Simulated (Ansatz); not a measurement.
Ta3N:

```
Ta N
1.0
     3.03222    0.00000    0.00000
    -1.51611    2.62598    0.00000
     0.00000    0.00000    7.52414
Ta N
3 1
Direct
  0.66667 0.33333 0.82607
  0.33333 0.66667 0.17393
  0.00000 0.00000 0.50000
  0.00000 0.00000 0.00000
```

The cell comes from a database or a generator and needn't be the stable form of this composition.

Program: Ansatz 0.2.0. Alike in all runs: task single point; potentials or basis Ansatz PAW; no spin polarisation; cell as given; k mesh 6 × 6 × 2; cutoff (eV) 420; smearing fermi-dirac 0.05 eV; the mesh is coarse, so values aren't converged.

Order these runs on this cell by their pressure, lowest first.
A. level PBE0 form with a typed share of exact exchange; share of exact exchange 0.5
B. level PBE0; share of exact exchange 0.25
C. level PBE0 form with a typed share of exact exchange; share of exact exchange 0.15
D. level PBE0 form with a typed share of exact exchange; share of exact exchange 0.35
E. level PBE0 form with a typed share of exact exchange; share of exact exchange 0

A (-9.0 GPa), D (-6.3 GPa), B (-4.4 GPa), C (-2.5 GPa), E (-0.1 GPa).

Caveats: all runs use coarse meshes; the PAW data sets come from PBE, with cores solved anew for the run's functional, which leaves a small shift of forces and pressure (some runs); the thresholds are loose for stress (some runs); the PAW data sets were made with another functional, which shifts forces and pressure a little (some runs).
